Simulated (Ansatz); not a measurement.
Pt, space group Fm-3m, a comparison of functionals at one structure

Computed with Ansatz 0.2.0, Python API.

Notebook, run cell by cell (the value of a cell's last expression is shown):

In [1]:
```python
from dataclasses import dataclass

import ansatz
```

In [2]:
```python
@dataclass
class Settings:
    tolerance: float = 1e-06
    smearing: str = 'gaussian'
    smearing_width: float = 0.02
```

In [3]:
```python
cfg = Settings()
```

In [4]:
```python
structure = (
    ansatz.Lattice.of((0.0, 1.9609, 1.9609), (1.9609, 0.0, 1.9609), (1.9609, 1.9609, 0.0))
    .atom('Pt', (0.0, 0.0, 0.0))
)
```

In [5]:
```python
structure.resolved().sites[-1]
```
Out [5]:
```text
Site(symbol='Pt', position=(0.0, 0.0, 0.0), moment=None, axis=None, held=None, saved=None)
```

In [6]:
```python
base = (
    structure.calculation()
    .accuracy('low')
    .scf(tolerance=cfg.tolerance)
    .kpoints(10, center='gamma')
    .mixing('msr1', preconditioner='none')
    .occupations(cfg.smearing, width=cfg.smearing_width)
    .basis(47 * ansatz.Ry)
    .stress()
)
```

In [7]:
```python
rows = []
for value in ['r2scan', 'pbesol', 'rpbe', 'lda', 'revpbe']:
    summary = base.functional(value).run().report
    rows.append((value, summary['free_energy_ev'] / len(summary['lattice']['sites']), summary['n_iterations'], sum(summary['stress_gpa'][i][i] for i in range(3)) / 3, summary['n_kpoints']))
```
```text
DeckWarning: output.stress: scf.convergence.dr2_threshold = 1e-6 eV is looser than the 1e-10 eV advised for a printed stress (1e-10 eV for each atom of the cell: 1). What an SCF threshold leaves in a stress goes as its square root, and in the free energy as [...]
```

In [8]:
```python
print('  functional   F/atom (eV)    iterations       P (GPa)      k-points')
for row in rows:
    print(f'{str(row[0]):>12s}  {row[1]:12.5f}  {row[2]:12d}  {row[3]:12.3f}  {row[4]:12d}')
```
```text
  functional   F/atom (eV)    iterations       P (GPa)      k-points
      r2scan  -12536.77078             6         3.906            47
      pbesol  -12383.80736             6        -0.764            47
        rpbe  -12536.73987             6        14.335            47
         lda  -12244.96878             6        -6.187            47
      revpbe  -12532.77860             6        13.121            47
```

From lowest to highest: LDA (-6.2 GPa), PBEsol (-0.8 GPa), r2SCAN (3.9 GPa), revPBE (13.1 GPa) and RPBE (14.3 GPa). At a fixed cell a lower pressure usually means a smaller equilibrium volume, so LDA prefers the smallest cell and RPBE the largest.

Notes:
- For a metal this k-point mesh is coarse: on a finer one energies can move by several to tens of meV an atom and pressures by half a GPa or more, differences at one mesh by less.
- Pressure is positive in compression.
- Spin-orbit coupling, which matters for elements this heavy, is left out.
- Warnings are shown shortened and without file and line.
- Total energies of different functionals can't be compared; pressures, moments and gaps at this one structure can.
- Run time: 3.7 s on 1 thread of Intel(R) Xeon(R) 6975P-C (Granite Rapids) (shared host), peak memory 0.37 GiB.
